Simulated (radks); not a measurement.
**Dipole-allowed lines with 12 electrons: Mg, Al⁺, Si²⁺, P³⁺, S⁴⁺, Cl⁵⁺**

One table from this session's results is given with a row withheld; the runs are named, their logs left out.

Method: non-relativistic Kohn-Sham, PBE, spin-polarised, spherical densities, point nucleus. Code: radks (a radial shooting solver on a logarithmic mesh, Libxc functionals) version 1.

## The system

| Quantity | Value |
| --- | --- |
| species | Mg ([Ne] 3s2), Al⁺ ([Ne] 3s2), Si²⁺ ([Ne] 3s2), P³⁺ ([Ne] 3s2), S⁴⁺ ([Ne] 3s2), Cl⁵⁺ ([Ne] 3s2) |

The first run:

Settings of this run:

```text
Z 12
configuration [Ne] 3s2 3p0 4s0 3d0 4f0
relativity non-relativistic
functional pbe,pbe
spin polarised
nucleus point
response adiabatic LDA kernel, real frequencies
```

On the command line:

```sh
$ python run_ks.py task.json out
```

The same process makes all the runs of this session.

Among the steps run: Mg, [Ne] 3s2; Al⁺, [Ne] 3s2; Si²⁺, [Ne] 3s2; P³⁺, [Ne] 3s2; S⁴⁺, [Ne] 3s2; Cl⁵⁺, [Ne] 3s2.

One table of the session follows, with a row left open; its other results are not shown here.

| species | −ε(HOMO) (eV) | first line (eV) | strongest line (eV) | static α (bohr³) |
| --- | --- | --- | --- | --- |
| Mg | 4.699 | 4.155 | 4.155 | 72.69 |
| Al⁺ | 14.785 | 7.449 | 7.449 | 23.74 |
| Si²⁺ | 28.478 | 10.380 | 10.380 | 11.38 |
| P³⁺ | 45.504 | 13.171 | 13.171 | 6.505 |
| S⁴⁺ | 65.745 | 15.886 | 15.886 | 4.120 |
| Cl⁵⁺ | ? | ? | ? | ? |

**Question.** Estimate the row for Cl⁵⁺.

The run gave: −ε(HOMO) (eV): 89.137; first line (eV): 18.554; strongest line (eV): 18.554; static α (bohr³): 2.794. In the column «−ε(HOMO) (eV)» it is the highest.

In Mg the response moves the first line 0.794 eV above the bare orbital gap, and the lines found carry 86 % of the static polarisability. Against the values (averaged over fine structure) of the NIST Handbook of Basic Atomic Spectroscopic Data the first line is off by -0.19 eV in Mg, +0.03 eV in Al⁺. Very weak lines can be missed, and lines above minus the highest eigenvalue dissolve into this model's continuum.
